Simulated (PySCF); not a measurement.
# C₄H₅NO₂: a tour of settings

Aim: see how C₄H₅NO₂ (`C=N/C=C\C(=O)O`) answers to the choice of functional, basis, grid and SCF options.

Programs: PySCF 2.14.0, with density-fitted response routines of our own. Each step states its level of theory. These are calculated values for one molecule, in the gas phase or a continuum, unless marked as measured. Atoms are numbered from 0 throughout.

### 1 Starting geometry

12 atoms, charge 0, multiplicity 1; geometry from: GFN2-xTB.

Bonds of the start (Å): C0–N1 1.25, N1–C2 1.34, C2–C3 1.35, C3–C4 1.45, C4–O5 1.21, C4–O6 1.35, C0–H7 1.09, C0–H8 1.08, C2–H9 1.09, C3–H10 1.08, O6–H11 0.97.

### 2 TDDFT and polarisability: PBE0/def2-SVPD

Job settings and geometry (Å):

```
{"job": {"kind": "uv", "xc": "PBE0", "basis": "def2-SVPD", "nstates": 12, "ntriplets": 2, "tda": true}, "charge": 0, "multiplicity": 1}
C      2.049689    -0.785252    -0.007158
N      1.501936     0.145944    -0.631033
C      0.642332     1.116792    -0.290541
C     -0.676616     0.967490    -0.045369
C     -1.332233    -0.321687     0.093288
O     -0.814446    -1.416802     0.074276
O     -2.663808    -0.179320     0.275613
H      1.971975    -0.933190     1.069247
H      2.657251    -1.485235    -0.563669
H      1.053497     2.113989    -0.408278
H     -1.317184     1.829684     0.034086
H     -3.071195    -1.053098     0.373512
```

Method: TDA PBE0/def2-SVPD, vertical, gas phase, core orbitals frozen in the response.

Run with:

```bash
> OMP_NUM_THREADS=1 python probes_run.py task.json out
```

One launch serves the whole session: the jobs run in the order shown.

Log:

```text
coarse grid: 10680 points
cycle   1  E = -359.7423755981  dE =  1.251e+00  |g| = 8.762e-01  |ddm| = 5.757e+00
cycle   2  E = -359.4199312959  dE =  3.224e-01  |g| = 1.552e+00  |ddm| = 3.557e+00
cycle   3  E = -359.8798304949  dE = -4.599e-01  |g| = 2.788e-01  |ddm| = 2.716e+00
cycle   4  E = -359.8946296285  dE = -1.480e-02  |g| = 7.338e-02  |ddm| = 3.971e-01
cycle   5  E = -359.8955923163  dE = -9.627e-04  |g| = 1.757e-02  |ddm| = 8.927e-02
cycle   6  E = -359.8956654676  dE = -7.315e-05  |g| = 4.339e-03  |ddm| = 3.637e-02
cycle   7  E = -359.8956694206  dE = -3.953e-06  |g| = 1.492e-03  |ddm| = 9.306e-03
final grid: 105104 points
cycle   8  E = -359.9542901973  dE = -1.802e-05  |g| = 1.114e-02  |ddm| = 1.056e-01
cycle   9  E = -359.9542441885  dE =  4.601e-05  |g| = 1.904e-02  |ddm| = 3.614e-02
cycle  10  E = -359.9543140747  dE = -6.989e-05  |g| = 2.409e-03  |ddm| = 2.312e-02
cycle  11  E = -359.9543152511  dE = -1.176e-06  |g| = 3.935e-04  |ddm| = 2.955e-03
cycle  12  E = -359.9543152789  dE = -2.782e-08  |g| = 1.004e-04  |ddm| = 6.052e-04
cycle  13  E = -359.9543152813  dE = -2.325e-09  |g| = 2.795e-05  |ddm| = 2.341e-04
cycle  14  E = -359.9543152814  dE = -1.543e-10  |g| = 1.258e-05  |ddm| = 6.061e-05
converged SCF energy = -359.9543152814

Static polarisability (au): isotropic 67.081, principal 43.568 66.363 91.312

Singlet excitations
state   eV       nm        f      main configurations
  1   4.2036    294.9   0.04687   H->L 0.59, H->L+1 0.36
  2   4.7284    262.2   0.00303   H-1->L 0.84
  3   5.3954    229.8   0.30831   H->L+1 0.51, H->L 0.31
  4   5.8794    210.9   0.01340   H-1->L+1 0.82, H-1->L 0.11
  5   6.4743    191.5   0.01948   H-2->L 0.64, H-3->L 0.14
  6   6.6722    185.8   0.02776   H->L+2 0.78, H->L+3 0.16
  7   6.8567    180.8   0.06676   H-3->L 0.58, H-4->L 0.12
  8   6.8755    180.3   0.01185   H->L+3 0.42, H->L+2 0.17, H-4->L 0.11
  9   6.9979    177.2   0.02151   H->L+3 0.31, H-4->L 0.20, H-2->L 0.11
 10   7.2888    170.1   0.00598   H->L+4 0.91
 11   7.3584    168.5   0.05547   H-1->L+2 0.61, H-2->L+1 0.21, H-3->L+1 0.09
 12   7.6255    162.6   0.01953   H-2->L+1 0.40, H-1->L+2 0.27, H-1->L+3 0.11

Triplet excitations (Tamm-Dancoff, eV): 3.1083 3.9144
```

It took 36 s on 1 thread of Arm Neoverse N1, shared host; peak memory 0.73 GiB.

The orbitals next to the gap, with their largest atomic shares:

```
orbital     eV                       atoms
 HOMO−3  -9.40   N1 24 %, C0 17 %, O6 15 %
 HOMO−2  -9.07   O5 37 %, O6 31 %, C4 10 %
 HOMO−1  -7.83    O5 64 %, O6 11 %, C4 8 %
   HOMO  -6.89   N1 29 %, C3 28 %, C2 14 %
   LUMO  -1.47   C0 19 %, N1 18 %, C2 17 %
 LUMO+1  -0.68   N1 25 %, C0 24 %, C2 15 %
 LUMO+2   0.77  O6 32 %, H11 18 %, C4 17 %
```

With each of the 12 states as a Gaussian band of 0.4 eV half-width at 1/e, the curve within the window shown has maxima at 294 nm (ε 1,900), 229 nm (ε 13,000), 179 nm (ε 5,800) L/(mol cm). Beyond the last state computed it falls off for lack of states. The curve at chosen wavelengths:

```
 nm  ε (L/mol/cm)
156           777
163          2771
171          4706
178          5726
186          4732
193          2621
201          1459
208          2576
216          6742
223         11053
231         12480
238          9895
246          5547
253          2766
261          1301
268          1048
276          1312
283          1656
291          1901
298          1886
306          1632
313          1295
321           897
328           602
336           354
343           210
```

Further results of this job:

```
           property  computed
  dipole moment (D)      1.67
polarisability (Å³)      9.94
 HOMO–LUMO gap (eV)      5.41
      −ε(HOMO) (eV)      6.89
```

### 3 Excited states and response: HSE06/def2-TZVP in dimethylsulfoxide

The job, as its differences from that of step 2:

```diff
@@ -1,2 +1,2 @@
-{"job": {"kind": "uv", "xc": "PBE0", "basis": "def2-SVPD", "nstates": 12, "ntriplets": 2, "tda": true}, "charge": 0, "multiplicity": 1}
+{"job": {"kind": "uv", "xc": "HSE06", "basis": "def2-TZVP", "solvent": "dimethylsulfoxide", "nstates": 3, "ntriplets": 5, "tda": true}, "charge": 0, "multiplicity": 1}
 C      2.049689    -0.785252    -0.007158
```

Method: TDA HSE06/def2-TZVP, vertical, IEF-PCM dimethylsulfoxide (non-equilibrium linear response), core orbitals frozen in the response.

Log:

```text
coarse grid: 10680 points
cycle   1  E = -360.2389398339  dE =  1.260e+00  |g| = 9.398e-01  |ddm| = 2.801e+00
cycle   2  E = -359.9102949541  dE =  3.286e-01  |g| = 1.617e+00  |ddm| = 2.540e+00
cycle   3  E = -360.3822589582  dE = -4.720e-01  |g| = 2.715e-01  |ddm| = 2.022e+00
cycle   4  E = -360.3952480998  dE = -1.299e-02  |g| = 8.273e-02  |ddm| = 2.423e-01
cycle   5  E = -360.3962988219  dE = -1.051e-03  |g| = 2.224e-02  |ddm| = 6.251e-02
cycle   6  E = -360.3964121727  dE = -1.134e-04  |g| = 4.952e-03  |ddm| = 2.076e-02
cycle   7  E = -360.3964165530  dE = -4.380e-06  |g| = 2.087e-03  |ddm| = 4.730e-03
final grid: 105104 points
cycle   8  E = -360.3818971938  dE = -7.088e-05  |g| = 5.741e-03  |ddm| = 8.043e-02
cycle   9  E = -360.3818876022  dE =  9.592e-06  |g| = 8.809e-03  |ddm| = 9.949e-03
cycle  10  E = -360.3819034452  dE = -1.584e-05  |g| = 1.632e-03  |ddm| = 6.403e-03
cycle  11  E = -360.3819039317  dE = -4.865e-07  |g| = 4.936e-04  |ddm| = 1.667e-03
cycle  12  E = -360.3819039733  dE = -4.166e-08  |g| = 1.873e-04  |ddm| = 4.551e-04
cycle  13  E = -360.3819039589  dE =  1.447e-08  |g| = 2.687e-05  |ddm| = 1.421e-04
cycle  14  E = -360.3819039590  dE = -1.311e-10  |g| = 8.360e-06  |ddm| = 2.477e-05
converged SCF energy = -360.3819039590

Static polarisability (au): isotropic 86.074, principal 53.727 84.694 119.801

Singlet excitations
state   eV       nm        f      main configurations
  1   4.2927    288.8   0.08310   H->L 0.62, H->L+1 0.34
  2   4.8657    254.8   0.00863   H-1->L 0.83, H->L+1 0.10
  3   5.3037    233.8   0.33989   H->L+1 0.52, H->L 0.31

Triplet excitations (Tamm-Dancoff, eV): 3.1749 4.0390 4.4381 4.8676 5.5686
```

Run time: 58 s. Hardware: 1 thread of Arm Neoverse N1, shared host; peak memory 1.1 GiB.

In short: HOMO -6.46 eV, LUMO -1.75 eV; lowest singlet 4.29 eV.

### 4 Nuclear shieldings: CAM-B3LYP/6-31G-J

The job, as its differences from that of step 3:

```diff
@@ -1,2 +1,2 @@
-{"job": {"kind": "uv", "xc": "HSE06", "basis": "def2-TZVP", "solvent": "dimethylsulfoxide", "nstates": 3, "ntriplets": 5, "tda": true}, "charge": 0, "multiplicity": 1}
+{"job": {"kind": "nmr", "xc": "CAM-B3LYP", "basis": "6-31G-J", "pop": true}, "charge": 0, "multiplicity": 1}
 C      2.049689    -0.785252    -0.007158
```

Level: GIAO CAM-B3LYP/6-31G-J NMR shielding, non-relativistic, gas phase.

Log:

```text
coarse grid: 10680 points
cycle   1  E = -360.2331899492  dE =  1.563e+00  |g| = 9.815e-01  |ddm| = 3.657e+00
cycle   2  E = -360.0395131199  dE =  1.937e-01  |g| = 1.482e+00  |ddm| = 2.446e+00
cycle   3  E = -360.4272061481  dE = -3.877e-01  |g| = 2.191e-01  |ddm| = 1.530e+00
cycle   4  E = -360.4355220507  dE = -8.316e-03  |g| = 7.053e-02  |ddm| = 2.288e-01
cycle   5  E = -360.4364075140  dE = -8.855e-04  |g| = 1.225e-02  |ddm| = 6.178e-02
cycle   6  E = -360.4364468009  dE = -3.929e-05  |g| = 5.308e-03  |ddm| = 1.943e-02
cycle   7  E = -360.4364548898  dE = -8.089e-06  |g| = 1.319e-03  |ddm| = 8.402e-03
final grid: 105104 points
cycle   8  E = -360.3781924300  dE = -1.031e-04  |g| = 3.696e-03  |ddm| = 2.428e-02
cycle   9  E = -360.3781928579  dE = -4.279e-07  |g| = 2.956e-03  |ddm| = 5.495e-03
cycle  10  E = -360.3781944581  dE = -1.600e-06  |g| = 1.157e-03  |ddm| = 3.446e-03
cycle  11  E = -360.3781946881  dE = -2.299e-07  |g| = 3.401e-04  |ddm| = 1.148e-03
cycle  12  E = -360.3781947100  dE = -2.199e-08  |g| = 9.246e-05  |ddm| = 3.643e-04
cycle  13  E = -360.3781947121  dE = -2.041e-09  |g| = 2.559e-05  |ddm| = 9.561e-05
cycle  14  E = -360.3781947124  dE = -2.824e-10  |g| = 9.915e-06  |ddm| = 6.495e-05
converged SCF energy = -360.3781947124

GIAO shielding tensors (ppm)
atom      isotropic    diamagn.    paramagn.     s11        s22        s33       span
  0 C       37.789     256.646    -218.858    -44.014      9.636    147.744    191.758
  1 N     -130.325     333.156    -463.481   -460.026   -104.000    173.052    633.079
  2 C       38.739     256.937    -218.199    -64.139     42.416    137.938    202.077
  3 C       98.377     255.751    -157.374     32.484     99.868    162.778    130.294
  4 C       15.443     251.363    -235.921    -91.237     48.290     89.276    180.513
  5 O      -84.903     408.087    -492.990   -315.671   -234.387    295.350    611.022
  6 O      113.080     393.610    -280.530    -27.457    117.496    249.202    276.659
  7 H       24.606      31.241      -6.635     22.117     25.211     26.490      4.373
  8 H       24.820      29.277      -4.457     23.861     25.158     25.440      1.579
  9 H       25.198      28.866      -3.668     23.498     24.388     27.709      4.212
 10 H       28.101      30.161      -2.059     25.390     29.069     29.845      4.455
 11 H       27.980      30.171      -2.192     22.417     26.580     34.941     12.524
```

Run time: 22 s. Hardware: 1 thread of Arm Neoverse N1, shared host; peak memory 0.55 GiB.

The references, computed at this level on geometries of the same kind, shield at (ppm): ¹⁵N NH3 255.3, ¹⁷O H2O 313.4. Their shielding less the atom's gives the shift. The references are single molecules in the gas phase, so shifts against H2O, NH3, PH3, H3PO4 or CFCl3 are not on the usual liquid scales and can be off by tens of ppm.

```
atoms                                environment  σ (ppm)  δ (ppm)
   C4                     carboxylic acid carbon     15.4        –
   C0                                 C=N carbon     37.8        –
   C2                 β carbon of a C=C–C=O unit     38.7        –
   C3                 α carbon of a C=C–C=O unit     98.4        –
   H7                   hydrogen on a C=N carbon    24.61        –
   H8                   hydrogen on a C=N carbon    24.82        –
   H9   hydrogen on a β carbon of a C=C–C=O unit    25.20        –
  H11        hydrogen on an acid hydroxyl oxygen    27.98        –
  H10  hydrogen on an α carbon of a C=C–C=O unit    28.10        –
   N1                             imine nitrogen   -130.3    385.6
   O5                            carbonyl oxygen    -84.9    398.3
   O6                       acid hydroxyl oxygen    113.1    200.3
```

The run also stored atomic charges by several schemes (e):

```
atoms  Mulliken    IAO  Hirshfeld  ESP fit
   C0     -0.08  -0.08       0.06     0.23
   N1     -0.28  -0.18      -0.11    -0.45
   C2      0.00   0.00       0.04     0.30
   C3     -0.15  -0.28      -0.10    -0.71
   C4      0.45   0.47       0.20     1.09
   O5     -0.43  -0.48      -0.31    -0.65
   O6     -0.59  -0.48      -0.20    -0.75
```

Mayer bond orders: C0–N1 1.90, N1–C2 1.12, C2–C3 1.68, C3–C4 1.02, C4–O5 1.88, C4–O6 0.96.

### 5 Nuclear shieldings: B97-D/Sadlej pVTZ

The job, as its differences from that of step 4:

```diff
@@ -1,2 +1,2 @@
-{"job": {"kind": "nmr", "xc": "CAM-B3LYP", "basis": "6-31G-J", "pop": true}, "charge": 0, "multiplicity": 1}
+{"job": {"kind": "nmr", "xc": "B97-D", "basis": "Sadlej pVTZ", "pop": false, "scf": {"guess": "huckel"}}, "charge": 0, "multiplicity": 1}
 C      2.049689    -0.785252    -0.007158
```

With the program's defaults for keys left out, this is: GIAO B97-D/Sadlej pVTZ NMR shielding, non-relativistic, gas phase.

Log:

```text
final grid: 105104 points
cycle   1  E = -351.8413286781  dE =  5.657e+00  |g| = 5.542e+00  |ddm| = 8.444e+01
cycle   2  E = -303.1371293976  dE =  4.870e+01  |g| = 1.068e+01  |ddm| = 5.459e+02
cycle   3  E = -356.5706529173  dE = -5.343e+01  |g| = 3.947e+00  |ddm| = 5.546e+02
cycle   4  E = -353.4918541194  dE =  3.079e+00  |g| = 4.133e+00  |ddm| = 1.962e+01
cycle   5  E = -360.2752667186  dE = -6.783e+00  |g| = 8.017e-01  |ddm| = 1.633e+01
cycle   6  E = -360.3947923943  dE = -1.195e-01  |g| = 4.403e-01  |ddm| = 6.372e+00
cycle   7  E = -360.4278248353  dE = -3.303e-02  |g| = 2.665e-01  |ddm| = 2.557e+00
cycle   8  E = -360.4478487137  dE = -2.002e-02  |g| = 7.506e-02  |ddm| = 1.706e+00
cycle   9  E = -360.4487614179  dE = -9.127e-04  |g| = 3.594e-02  |ddm| = 3.076e-01
cycle  10  E = -360.4490384957  dE = -2.771e-04  |g| = 2.129e-02  |ddm| = 1.727e-01
cycle  11  E = -360.4491250192  dE = -8.652e-05  |g| = 8.181e-03  |ddm| = 4.980e-02
cycle  12  E = -360.4491376339  dE = -1.261e-05  |g| = 3.512e-03  |ddm| = 4.341e-02
cycle  13  E = -360.4491402056  dE = -2.572e-06  |g| = 8.052e-04  |ddm| = 1.268e-02
cycle  14  E = -360.4491403762  dE = -1.707e-07  |g| = 1.622e-04  |ddm| = 5.318e-03
cycle  15  E = -360.4491403809  dE = -4.692e-09  |g| = 7.808e-05  |ddm| = 1.113e-03
cycle  16  E = -360.4491403826  dE = -1.683e-09  |g| = 1.703e-05  |ddm| = 5.108e-04
cycle  17  E = -360.4491403827  dE = -3.968e-11  |g| = 1.102e-05  |ddm| = 1.674e-04
converged SCF energy = -360.4491403827

GIAO shielding tensors (ppm)
atom      isotropic    diamagn.    paramagn.     s11        s22        s33       span
  0 C       40.874     287.026    -246.152    -31.662     19.283    135.002    166.664
  1 N      -91.379      91.946    -183.325   -368.078    -72.356    166.296    534.375
  2 C       43.116     314.645    -271.529    -44.979     48.462    125.864    170.843
  3 C      107.217     234.292    -127.076     53.196    106.483    161.971    108.776
  4 C       27.743     297.863    -270.119    -60.563     63.491     80.302    140.865
  5 O      -26.663     389.983    -416.646   -202.124   -141.851    263.986    466.110
  6 O      123.433     383.843    -260.410     10.893    123.569    235.838    224.945
  7 H       24.079      46.599     -22.520     21.285     24.765     26.186      4.901
  8 H       24.279      49.799     -25.519     23.337     24.604     24.898      1.561
  9 H       24.220      31.038      -6.818     22.663     23.501     26.494      3.831
 10 H       26.938      37.910     -10.972     24.285     27.068     29.461      5.175
 11 H       26.837      36.682      -9.845     22.849     24.818     32.844      9.995
```

It took 93 s on 1 thread of Arm Neoverse N1, shared host; peak memory 0.75 GiB.

In short: δ C4 165.2, C0 152.1, C2 149.8, C3 85.7, H7 8.16, H9 8.02 ppm.

### 6 Shielding tensors: BP86/6-311G**

The job, as its differences from that of step 5:

```diff
@@ -1,2 +1,2 @@
-{"job": {"kind": "nmr", "xc": "B97-D", "basis": "Sadlej pVTZ", "pop": false, "scf": {"guess": "huckel"}}, "charge": 0, "multiplicity": 1}
+{"job": {"kind": "nmr", "xc": "BP86", "basis": "6-311G**", "pop": false, "grid": 4, "scf": {"conv": 1e-07}}, "charge": 0, "multiplicity": 1}
 C      2.049689    -0.785252    -0.007158
```

Method: GIAO BP86/6-311G** NMR shielding, non-relativistic, gas phase.

Log:

```text
final grid: 277368 points
cycle   1  E = -360.4849032248  dE =  1.198e+00  |g| = 1.087e+00  |ddm| = 2.992e+00
cycle   2  E = -357.7034038473  dE =  2.781e+00  |g| = 2.901e+00  |ddm| = 3.296e+00
cycle   3  E = -360.1983750349  dE = -2.495e+00  |g| = 1.327e+00  |ddm| = 3.244e+00
cycle   4  E = -360.6658018184  dE = -4.674e-01  |g| = 3.786e-01  |ddm| = 1.060e+00
cycle   5  E = -360.6400313469  dE =  2.577e-02  |g| = 5.114e-01  |ddm| = 4.705e-01
cycle   6  E = -360.6987454888  dE = -5.871e-02  |g| = 1.211e-01  |ddm| = 3.700e-01
cycle   7  E = -360.7012435075  dE = -2.498e-03  |g| = 4.778e-02  |ddm| = 1.151e-01
cycle   8  E = -360.7016576452  dE = -4.141e-04  |g| = 3.385e-02  |ddm| = 6.395e-02
cycle   9  E = -360.7019243186  dE = -2.667e-04  |g| = 5.904e-03  |ddm| = 2.693e-02
cycle  10  E = -360.7019311999  dE = -6.881e-06  |g| = 3.153e-03  |ddm| = 6.937e-03
cycle  11  E = -360.7019334893  dE = -2.289e-06  |g| = 8.481e-04  |ddm| = 3.063e-03
cycle  12  E = -360.7019336741  dE = -1.848e-07  |g| = 2.796e-04  |ddm| = 8.660e-04
cycle  13  E = -360.7019336655  dE =  8.609e-09  |g| = 3.587e-04  |ddm| = 3.996e-04
cycle  14  E = -360.7019336914  dE = -2.594e-08  |g| = 1.629e-05  |ddm| = 2.316e-04
converged SCF energy = -360.7019336914

GIAO shielding tensors (ppm)
atom      isotropic    diamagn.    paramagn.     s11        s22        s33       span
  0 C       36.767     254.191    -217.424    -38.478     14.363    134.415    172.893
  1 N     -120.202     327.365    -447.567   -408.518   -105.331    153.242    561.760
  2 C       37.152     255.173    -218.021    -56.399     43.471    124.383    180.782
  3 C       98.291     256.373    -158.082     39.728     97.657    157.488    117.760
  4 C       21.368     253.638    -232.270    -69.360     57.949     75.515    144.875
  5 O      -48.589     406.331    -454.920   -230.978   -179.369    264.581    495.558
  6 O      113.253     384.724    -271.471     -8.673    109.530    238.902    247.575
  7 H       24.186      31.641      -7.456     21.728     24.467     26.363      4.635
  8 H       24.472      29.515      -5.042     23.501     24.643     25.272      1.771
  9 H       24.411      29.503      -5.092     22.994     23.347     26.891      3.897
 10 H       27.340      31.634      -4.294     24.638     27.874     29.508      4.869
 11 H       27.130      30.462      -3.332     22.112     25.674     33.604     11.493
```

Wall time 77 s (1 thread of Arm Neoverse N1, shared host); peak memory 0.66 GiB.

In short: δ C4 164.8, C0 149.4, C2 149.0, C3 87.9, H7 7.91, H9 7.68 ppm.

### 7 Side by side: electronic excitations

Excitations and ground-state properties, with basis size and wall time:

```
                                 run  lowest singlet (eV)  brightest (eV)      f  gap (eV)  α (Å³)  μ (D)  functions  time
                      PBE0/def2-SVPD                 4.20            5.40  0.308      5.41    9.94   1.67        186  36 s
HSE06/def2-TZVP in dimethylsulfoxide                 4.29            5.30  0.340      4.71   12.75   2.12        247  58 s
```

### 8 Comparing the runs: NMR shifts

Isotropic shieldings (ppm) of some atoms, chosen among heavy atoms and hydrogens apart, with basis size and wall time:

```
              run    C4     C3    H11    H10      N1     O5     O6  functions  time
CAM-B3LYP/6-31G-J  15.4   98.4  27.98  28.10  -130.3  -84.9  113.1        104  22 s
B97-D/Sadlej pVTZ  27.7  107.2  26.84  26.94   -91.4  -26.7  123.4        213  93 s
    BP86/6-311G**  21.4   98.3  27.13  27.34  -120.2  -48.6  113.3        156  77 s
```

### 9 Summary of results

| quantity | value |
| --- | --- |
| lowest singlet (PBE0/def2-SVPD) | 4.20 eV (295 nm), f = 0.047 |
| brightest single state of those computed | state 3, 5.40 eV, f = 0.308 |
| lowest triplet | 3.11 eV |
| ¹⁵N shifts against NH3 (CAM-B3LYP/6-31G-J) | 385.6 ppm |
| ¹⁷O shifts against H2O (CAM-B3LYP/6-31G-J) | 398.3, 200.3 ppm |
| shieldings of C, H (CAM-B3LYP/6-31G-J) | C4 15.4, C0 37.8, C2 38.7, C3 98.4, H7 24.6, H8 24.8, H9 25.2, H11 28.0 ppm and more |
| range of the lowest singlet | 4.20 to 4.29 eV |
| range of the shielding of O5 | -84.9 to -26.7 ppm |

What this shows: Single values in the summary come from the first run of each kind that ended normally (PBE0/def2-SVPD; CAM-B3LYP/6-31G-J), which need not be the best level. The first singlet state (HOMO→LUMO 0.59, HOMO→LUMO+1 0.36) lies at 4.20 eV and is weak; of the 12 states computed, the strongest absorption comes from state 3 at 5.40 eV. The lowest triplet lies 1.10 eV below the lowest singlet. The lowest singlet runs from 4.20 eV (PBE0/def2-SVPD) to 4.29 eV (HSE06/def2-TZVP in dimethylsulfoxide), while the orbital gap spans 4.71 to 5.41 eV. The lowest state need not be the same one in every run. The runs solved for a few states only, so the brightest column depends on that window. Across the 3 runs the shielding of O5 moves most, between -84.9 (CAM-B3LYP/6-31G-J) and -26.7 ppm (B97-D/Sadlej pVTZ).
